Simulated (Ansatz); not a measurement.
**As2Se: relaxation and properties**

The task here is to estimate one member of a computed series from the others.

Program: Ansatz 0.2.0. Level of theory: DFT PBEsol, scalar-relativistic, plane waves, PAW. These are calculated values, not measurements.

### The starting structure

Symmetry: I4_1/amd, No. 141, tetragonal system. Conventional cell: a = 7.059 Å, b = 7.059 Å, c = 5.307 Å, α = 90.00°, β = 90.00°, γ = 90.00°. As (site symmetry 2/m) has 2 Se at 2.66 Å and 4 As at 2.83 Å as nearest neighbours. Around Se (site symmetry -4m2) lie 4 As at 2.66 Å.

Structure file:

```
As Se
1.0
    -3.52942    3.52942    2.65357
     3.52942   -3.52942    2.65357
     3.52942    3.52942   -2.65357
As Se
4 2
Direct
  0.87500 0.12500 0.75000
  0.37500 0.12500 0.25000
  0.87500 0.62500 0.75000
  0.87500 0.12500 0.25000
  0.50000 0.50000 0.00000
  0.25000 0.75000 0.50000
```

The structure comes from the Materials Project (structure only).

The first run:

(A quick probe on a coarse mesh, which set the mesh and smearing, is not shown.)

input.yaml reads:

```yaml
crystal:
  lattice:
    - [-3.529418, 3.529418, 2.653571]
    - [3.529418, -3.529418, 2.653571]
    - [3.529418, 3.529418, -2.653571]
  atoms:
    - { symbol: As, position: [0.875, 0.125, 0.75] }
    - { symbol: As, position: [0.375, 0.125, 0.25] }
    - { symbol: As, position: [0.875, 0.625, 0.75] }
    - { symbol: As, position: [0.875, 0.125, 0.25] }
    - { symbol: Se, position: [0.5, 0.5, 0.0] }
    - { symbol: Se, position: [0.25, 0.75, 0.5] }
basis:
  ecutwfc: 420
kpoints:
  mp_grid: { grid: [8, 8, 8] }
hamiltonian:
  xc: pbesol
scf:
  occupations: { method: gaussian, width: 0.1 }
output:
  forces: true
  stress: true
  eigenvalues: true
  write_density: true
  write_potential: true
  elf: true
  volumetric_format: npy
relax:
  adjacent_minimum: "off"
  f_tol: 0.005
  max_steps: 80
  cell: { stress_tol: 0.05 }
```

The run is started by

```sh
$ ansatz run input.yaml --threads 1 --pin off --max-ram 2560MiB --backend cpu --events-out ev --progress --plain --runs-dir out
```

Steps of the session up to this table: Full relaxation; Bands, states and charges; Point at V/V0 = 0.97; Volume × 1.03; Point at V/V0 = 0.94; The cell scaled to 1.06 of its volume.

One table of the session follows, with a row left open; its other results are not shown here.

It belongs to the step «Equation of state». 

| volume (Å³/atom) | energy above the lowest point (meV/atom) | pressure (GPa) |
| --- | --- | --- |
| 19.737 | 19.2 | 5.14 |
| 20.366 | 4.6 | 2.36 |
| 20.996 | 0.0 | 0.00 |
| 21.626 | ? | ? |
| 22.256 | 16.0 | -3.87 |

**Question.** Estimate the row for volume (Å³/atom) = 21.626.

Worked estimate for «energy above the lowest point (meV/atom)». A straight line through the neighbours (20.996, 0.0) and (22.256, 16.0) gives 0.0 + (16.0 − 0.0) × (21.626 − 20.996) / (22.256 − 20.996) = 8.0; a parabola fitted to 3 rows on both sides gives 3.8.

As computed: energy above the lowest point (meV/atom): 4.2; pressure (GPa): -2.08. In «energy above the lowest point (meV/atom)» the line misses by +3.8 and the parabola by -0.4.
